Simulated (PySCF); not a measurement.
# [Dy(H2O)3]3+: other functionals and bases at one geometry

One table from this session's results is given with a row withheld; the runs are named, their logs left out.

Computed with PySCF 2.14.0. Level: several levels, as the steps say, no spin–orbit coupling.

4 further runs of the same task are left out: 2 for a known fault of the program, 2 that didn't finish.

### The system as given

10 atoms, charge 3, spin multiplicity 1.

Bond lengths: Dy1–O2 2.253 Å, Dy1–O5 2.253 Å, Dy1–O8 2.253 Å, O2–H3 1.000 Å, O2–H4 1.000 Å, O5–H6 1.000 Å, O5–H7 1.000 Å, O8–H9 1.000 Å, O8–H10 1.000 Å. Angles: O2–Dy1–O5 120.0°, O2–Dy1–O8 120.0°, O5–Dy1–O8 120.0°, Dy1–O2–H3 128.7°, Dy1–O2–H4 128.7°, H3–O2–H4 102.7°, Dy1–O5–H6 128.7°, Dy1–O5–H7 128.7°, H6–O5–H7 102.7°, Dy1–O8–H9 128.7°, Dy1–O8–H10 128.7°, H9–O8–H10 102.7°.

Coordinates:

```xyz
10

Dy    0.0000    0.0000    0.0000
O     2.2532    0.0000    0.0000
H     2.8776   -0.7564    0.1927
H     2.8776    0.7564   -0.1927
O    -1.1266    1.9513    0.0000
H    -0.7837    2.8703    0.1927
H    -2.0939    2.1139   -0.1927
O    -1.1266   -1.9513    0.0000
H    -2.0939   -2.1139    0.1927
H    -0.7837   -2.8703   -0.1927
```

Formal oxidation states: Dy +3. Each metal's 9 4f electrons lie in its core potential, so multiplicities, spins and levels count the valence alone. An earlier session relaxed this geometry at PBE, Dy lcecp-1-SVP with ECP55, O def2-SVP, H def2-SVP (singlet, point group D3).

At PBE on the finer grid: E = -264.870986 Eh, HOMO -23.42 eV, LUMO -17.96 eV, Mulliken charge on Dy1 +1.82 e, largest force component 0.008 eV/Å. 

Levels to run: BP86; M06-L; BLYP; r2SCAN; PBE, TZVP. Hardware: 2 threads of Arm Neoverse V1, shared host.

The first run:

The input, run.py (the lines that set the calculation):

```python
mol = gto.M(atom='''
Dy     0.00000     0.00000     0.00000
O      2.25321    -0.00001     0.00000
H      2.87760    -0.75643     0.19268
H      2.87761     0.75640    -0.19268
O     -1.12659     1.95134     0.00000
H     -0.78371     2.87029     0.19268
H     -2.09386     2.11389    -0.19268
O     -1.12662    -1.95133     0.00000
H     -2.09389    -2.11386     0.19268
H     -0.78375    -2.87028    -0.19268''',
    basis={'Dy': 'lcecp-1-SVP', 'O': 'def2-SVP', 'H': 'def2-SVP'},
    ecp={'Dy': 'lcecp-1-SVP'},
    charge=3, spin=0)
mf = dft.RKS(mol, xc='B88,P86')
mf.grids.atom_grid = (75, 302)  # f atoms: unpruned, at least (60, 302)
mf = mf.density_fit()  # fitting sets: Dy AutoAux, O def2-universal-JKFIT, H def2-universal-JKFIT
mf.conv_tol = 1e-08; mf.max_cycle = 55
mf.kernel(dm0)  # dm0: the density of the relaxed state
```

Command:

```
> OMP_NUM_THREADS=2 python run.py
```

Steps of the session up to this table: BP86; M06-L; BLYP; r2SCAN; PBE, TZVP.

One of the session's tables, all rows but one given; the rest of the session is left out.

| level | HOMO (eV) | gap (eV) | charge on Dy1 (e) | largest force component (eV/Å) |
| --- | --- | --- | --- | --- |
| PBE (relaxed here) | -23.42 | 5.46 | 1.82 | 0.01 |
| BP86 | -23.53 | 5.73 | 1.83 | 0.06 |
| M06-L | -23.80 | 6.67 | 2.03 | 0.64 |
| BLYP | -23.30 | 5.31 | 1.80 | 0.10 |
| r2SCAN | ? | ? | ? | ? |
| PBE, TZVP | -23.46 | 5.55 | 2.12 | 0.32 |

Estimate the missing values for r2SCAN.

The run gave: HOMO (eV): -23.84; gap (eV): 6.48; charge on Dy1 (e): 1.95; largest force component (eV/Å): 0.40. In the column «HOMO (eV)» it is the lowest.

In one basis the gap runs from 5.31 eV (BLYP) to 6.67 eV (M06-L). The largest leftover force, 0.64 eV/Å with M06-L, stands at a geometry relaxed at another level. With 4f in the core, its levels are missing from HOMO and gap, and its count is fixed, so no charge can pass from the ligands into it. Total energies of different levels can't be compared.
